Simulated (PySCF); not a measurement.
# C3H5ClOSi: electronic excitations at several levels of theory, part 2 of 2

PySCF 2.14.0. Atoms count from 0. The steps go on from the part before.

## 9. Excited states and response: LC-wPBE/def2-SVPD

Job settings and geometry (Å):

```
{"job": {"kind": "uv", "xc": "LC-wPBE", "basis": "def2-SVPD", "ip": true}, "charge": 0, "multiplicity": 1}
O      1.847748     0.662465    -0.994225
C      1.652397    -0.296585    -0.287391
Si    -0.100573    -0.550466     0.428997
C     -1.440584     0.263056    -0.591755
C     -1.010143     1.083294     0.607858
Cl    -2.190591     1.357719     1.888382
H      2.488333    -1.008344    -0.049213
H     -0.408041    -1.689324     1.326458
H     -2.444167    -0.172993    -0.541068
H     -1.175309     0.666033    -1.576206
H     -0.433650     1.988760     0.386770
```

Method: TDDFT LC-wPBE/def2-SVPD, vertical, gas phase, core orbitals frozen in the response.

Standard output:

```text
coarse grid: 10696 points
cycle   1  E = -941.1547726497  dE =  9.415e-01  |g| = 8.238e-01  |ddm| = 4.243e+00
cycle   2  E = -941.0340435625  dE =  1.207e-01  |g| = 1.236e+00  |ddm| = 1.678e+00
cycle   3  E = -941.3180646030  dE = -2.840e-01  |g| = 7.176e-02  |ddm| = 9.355e-01
cycle   4  E = -941.3196798244  dE = -1.615e-03  |g| = 4.394e-02  |ddm| = 1.910e-01
cycle   5  E = -941.3202839484  dE = -6.041e-04  |g| = 1.232e-02  |ddm| = 7.590e-02
cycle   6  E = -941.3203631175  dE = -7.917e-05  |g| = 3.891e-03  |ddm| = 3.474e-02
cycle   7  E = -941.3203770224  dE = -1.390e-05  |g| = 1.691e-03  |ddm| = 1.468e-02
cycle   8  E = -941.3203793208  dE = -2.298e-06  |g| = 5.208e-04  |ddm| = 6.067e-03
final grid: 95368 points
cycle   9  E = -941.4751243365  dE = -2.355e-05  |g| = 3.518e-03  |ddm| = 5.062e-02
cycle  10  E = -941.4751251497  dE = -8.133e-07  |g| = 3.513e-03  |ddm| = 9.433e-03
cycle  11  E = -941.4751277095  dE = -2.560e-06  |g| = 5.328e-04  |ddm| = 3.615e-03
cycle  12  E = -941.4751277808  dE = -7.125e-08  |g| = 2.903e-04  |ddm| = 9.506e-04
cycle  13  E = -941.4751278008  dE = -1.999e-08  |g| = 9.322e-05  |ddm| = 5.621e-04
cycle  14  E = -941.4751278055  dE = -4.668e-09  |g| = 2.892e-05  |ddm| = 2.334e-04
cycle  15  E = -941.4751278062  dE = -7.835e-10  |g| = 1.012e-05  |ddm| = 1.183e-04
converged SCF energy = -941.4751278062

Static polarisability (au): isotropic 78.573, principal 63.098 73.135 99.487

Singlet excitations
state   eV       nm        f      main configurations
  1   3.2332    383.5   0.00043   H-1->L 0.79
  2   5.1728    239.7   0.19999   H->L 0.89
  3   6.2767    197.5   0.00256   H->L+2 0.51, H->L+1 0.11, H->L+3 0.10
  4   6.4942    190.9   0.00288   H-2->L 0.65
  5   6.9848    177.5   0.01118   H->L+3 0.30, H->L+4 0.23, H->L+1 0.23
  6   7.3783    168.0   0.01323   H-2->L+2 0.25, H->L+4 0.16, H-1->L+3 0.09
  7   7.3979    167.6   0.12480   H-1->L+1 0.40, H->L+4 0.17, H->L+3 0.14
  8   7.5366    164.5   0.02730   H-1->L+1 0.27, H->L+3 0.17, H->L+4 0.11
  9   7.5684    163.8   0.03045   H-1->L+4 0.21, H->L+5 0.14
 10   7.6745    161.6   0.01324   H-1->L+4 0.29, H->L+5 0.16

Triplet excitations (Tamm-Dancoff, eV): 2.5403 3.9106 5.5935 5.7798
Vertical ionisation energy (delta-SCF) = 9.2708 eV
```

Run time: 1.9 min. Hardware: 1 thread of Arm Neoverse V1, shared host; peak memory 0.81 GiB.

Key values: HOMO -9.67 eV, LUMO 0.06 eV; lowest singlet 3.23 eV.

## 10. TDDFT and polarisability: PBE0/6-31G*

Settings changed since step 9:

```diff
@@ -1,2 +1,2 @@
-{"job": {"kind": "uv", "xc": "LC-wPBE", "basis": "def2-SVPD", "ip": true}, "charge": 0, "multiplicity": 1}
+{"job": {"kind": "uv", "xc": "PBE0", "basis": "6-31G*"}, "charge": 0, "multiplicity": 1}
 O      1.847748     0.662465    -0.994225
```

Method: TDDFT PBE0/6-31G*, vertical, gas phase, core orbitals frozen in the response.

Standard output:

```text
coarse grid: 10696 points
cycle   1  E = -941.5738962501  dE =  8.042e-01  |g| = 7.617e-01  |ddm| = 3.276e+00
cycle   2  E = -941.0523852399  dE =  5.215e-01  |g| = 1.742e+00  |ddm| = 2.099e+00
cycle   3  E = -941.7006633930  dE = -6.483e-01  |g| = 1.129e-01  |ddm| = 1.565e+00
cycle   4  E = -941.7028836503  dE = -2.220e-03  |g| = 7.467e-02  |ddm| = 1.950e-01
cycle   5  E = -941.7042279176  dE = -1.344e-03  |g| = 1.736e-02  |ddm| = 8.070e-02
cycle   6  E = -941.7043076765  dE = -7.976e-05  |g| = 6.006e-03  |ddm| = 2.463e-02
cycle   7  E = -941.7043158751  dE = -8.199e-06  |g| = 2.018e-03  |ddm| = 6.601e-03
final grid: 95368 points
cycle   8  E = -941.6426973414  dE = -3.537e-07  |g| = 1.119e-02  |ddm| = 1.724e-02
cycle   9  E = -941.6426217167  dE =  7.562e-05  |g| = 2.245e-02  |ddm| = 2.320e-02
cycle  10  E = -941.6427235016  dE = -1.018e-04  |g| = 1.698e-03  |ddm| = 1.582e-02
cycle  11  E = -941.6427242205  dE = -7.189e-07  |g| = 2.586e-04  |ddm| = 1.774e-03
cycle  12  E = -941.6427242374  dE = -1.687e-08  |g| = 1.134e-04  |ddm| = 4.249e-04
cycle  13  E = -941.6427242407  dE = -3.342e-09  |g| = 3.062e-05  |ddm| = 1.293e-04
cycle  14  E = -941.6427242410  dE = -2.290e-10  |g| = 9.605e-06  |ddm| = 3.617e-05
converged SCF energy = -941.6427242410

Static polarisability (au): isotropic 67.885, principal 49.432 61.451 92.772

Singlet excitations
state   eV       nm        f      main configurations
  1   3.2965    376.1   0.00144   H-1->L 0.76, H->L 0.19
  2   4.4735    277.2   0.15179   H->L 0.78, H-1->L 0.18
  3   5.3008    233.9   0.00666   H-2->L 0.95
  4   5.9769    207.4   0.00964   H->L+1 0.95
  5   6.3405    195.5   0.00362   H-3->L 0.92
  6   6.5535    189.2   0.00358   H-1->L+1 0.77
  7   6.6177    187.4   0.01945   H->L+2 0.77, H-1->L+2 0.10
  8   6.9237    179.1   0.05011   H-1->L+2 0.42, H-1->L+3 0.24, H->L+3 0.11
  9   6.9670    178.0   0.12431   H->L+3 0.51, H-1->L+2 0.34
 10   7.1905    172.4   0.01445   H-2->L+1 0.72, H->L+3 0.12, H-1->L+3 0.09

Triplet excitations (Tamm-Dancoff, eV): 2.6151 3.3755 4.9831 5.3710
```

Run time: 11 s. Hardware: 1 thread of Arm Neoverse V1, shared host; peak memory 0.56 GiB.

This run: HOMO -6.91 eV, LUMO -1.78 eV; lowest singlet 3.30 eV.

## 11. Excited states and response: PBE0/def2-SVP

Settings changed since step 10:

```diff
@@ -1,2 +1,2 @@
-{"job": {"kind": "uv", "xc": "PBE0", "basis": "6-31G*"}, "charge": 0, "multiplicity": 1}
+{"job": {"kind": "uv", "xc": "PBE0", "basis": "def2-SVP"}, "charge": 0, "multiplicity": 1}
 O      1.847748     0.662465    -0.994225
```

With the program's defaults for keys left out, this is: TDDFT PBE0/def2-SVP, vertical, gas phase, core orbitals frozen in the response.

Standard output:

```text
coarse grid: 10696 points
cycle   1  E = -941.0629920377  dE =  7.476e-01  |g| = 7.555e-01  |ddm| = 3.584e+00
cycle   2  E = -940.5284563686  dE =  5.345e-01  |g| = 1.756e+00  |ddm| = 2.281e+00
cycle   3  E = -941.1871737361  dE = -6.587e-01  |g| = 1.068e-01  |ddm| = 1.728e+00
cycle   4  E = -941.1889465043  dE = -1.773e-03  |g| = 7.502e-02  |ddm| = 2.124e-01
cycle   5  E = -941.1903068133  dE = -1.360e-03  |g| = 1.604e-02  |ddm| = 8.610e-02
cycle   6  E = -941.1903713344  dE = -6.452e-05  |g| = 5.762e-03  |ddm| = 2.377e-02
cycle   7  E = -941.1903786719  dE = -7.338e-06  |g| = 2.133e-03  |ddm| = 7.156e-03
final grid: 95368 points
cycle   8  E = -941.3048953254  dE = -6.172e-07  |g| = 1.124e-02  |ddm| = 1.986e-02
cycle   9  E = -941.3048146554  dE =  8.067e-05  |g| = 2.309e-02  |ddm| = 2.458e-02
cycle  10  E = -941.3049208693  dE = -1.062e-04  |g| = 1.479e-03  |ddm| = 1.700e-02
cycle  11  E = -941.3049214235  dE = -5.542e-07  |g| = 2.182e-04  |ddm| = 1.708e-03
cycle  12  E = -941.3049214355  dE = -1.203e-08  |g| = 1.014e-04  |ddm| = 4.085e-04
cycle  13  E = -941.3049214381  dE = -2.593e-09  |g| = 3.162e-05  |ddm| = 1.271e-04
cycle  14  E = -941.3049214384  dE = -2.501e-10  |g| = 8.437e-06  |ddm| = 4.018e-05
converged SCF energy = -941.3049214384

Static polarisability (au): isotropic 69.149, principal 51.308 63.441 92.699

Singlet excitations
state   eV       nm        f      main configurations
  1   3.2502    381.5   0.00157   H-1->L 0.77, H->L 0.18
  2   4.3751    283.4   0.14150   H->L 0.80, H-1->L 0.17
  3   5.1776    239.5   0.00659   H-2->L 0.95
  4   6.0828    203.8   0.00576   H->L+1 0.95
  5   6.1810    200.6   0.00668   H-3->L 0.95
  6   6.6786    185.6   0.01349   H->L+2 0.67, H-1->L+1 0.19
  7   6.6940    185.2   0.01321   H-1->L+1 0.62, H->L+2 0.13, H-1->L+2 0.10
  8   6.9462    178.5   0.00613   H->L+3 0.39, H-1->L+3 0.30, H-1->L+1 0.10
  9   7.0473    175.9   0.20961   H-1->L+2 0.61, H->L+3 0.29
 10   7.2635    170.7   0.02656   H-2->L+1 0.67, H-1->L+3 0.13

Triplet excitations (Tamm-Dancoff, eV): 2.5568 3.3184 4.9007 5.4621
```

It took 13 s on 1 thread of Arm Neoverse V1, shared host; peak memory 0.6 GiB.

In short: HOMO -6.94 eV, LUMO -1.91 eV; lowest singlet 3.25 eV.

## 12. Side by side: electronic excitations

Excitations and ground-state properties, with basis size and wall time:

| run | lowest singlet (eV) | brightest (eV) | f | gap (eV) | α (Å³) | μ (D) | functions | time |
| --- | --- | --- | --- | --- | --- | --- | --- | --- |
| LDA/def2-SVPD | 2.95 | 3.48 | 0.112 | 2.63 | 13.26 | 2.00 | 174 | 98 s |
| PBE/def2-SVPD | 3.03 | 3.55 | 0.113 | 2.74 | 13.11 | 1.96 | 174 | 2.3 min |
| B3LYP/def2-SVPD | 3.20 | 4.07 | 0.146 | 4.47 | 12.52 | 2.29 | 174 | 2 min |
| PBE0/def2-SVPD | 3.21 | 4.22 | 0.155 | 4.90 | 12.34 | 2.28 | 174 | 1.9 min |
| BHandHLYP/def2-SVPD | 3.37 | 4.86 | 0.195 | 6.95 | 11.83 | 2.63 | 174 | 96 s |
| CAM-B3LYP/def2-SVPD | 3.23 | 4.64 | 0.175 | 7.28 | 12.09 | 2.51 | 174 | 2 min |
| wB97X-D/def2-SVPD | 3.25 | 4.64 | 0.177 | 8.48 | 12.07 | 2.45 | 174 | 1.9 min |
| LC-wPBE/def2-SVPD | 3.23 | 5.17 | 0.200 | 9.73 | 11.64 | 2.59 | 174 | 1.9 min |
| PBE0/6-31G* | 3.30 | 4.47 | 0.152 | 5.13 | 10.06 | 2.08 | 102 | 11 s |
| PBE0/def2-SVP | 3.25 | 7.05 | 0.210 | 5.03 | 10.25 | 2.03 | 117 | 13 s |

## 13. What came out

The summary covers parts 1 to 2.

```
                                quantity                        value
          lowest singlet (LDA/def2-SVPD)  2.95 eV (420 nm), f = 0.006
brightest single state of those computed  state 2, 3.48 eV, f = 0.112
                          lowest triplet                      2.41 eV
       vertical ionisation energy (ΔSCF)                      8.80 eV
       vertical electron affinity (ΔSCF)                      0.57 eV
             range of the lowest singlet              2.95 to 3.37 eV
```

What this shows: Single values in the summary come from the first sound run of each kind (LDA/def2-SVPD), which need not be the best level. The first singlet state (HOMO→LUMO 0.92, HOMO−1→LUMO 0.08) lies at 2.95 eV and is weak; of the 10 states computed, the strongest absorption comes from state 2 at 3.48 eV. The lowest triplet lies 0.54 eV below the lowest singlet (triplets in Tamm-Dancoff, singlets in full TDDFT). ΔSCF puts the ionisation energy at 8.80 eV, 2.77 eV above −ε(HOMO). The lowest singlet runs from 2.95 eV (LDA/def2-SVPD) to 3.37 eV (BHandHLYP/def2-SVPD), while the orbital gap spans 2.63 to 9.73 eV. The lowest state need not be the same one in every run. The runs solved for a few states only, so the brightest column depends on that window.
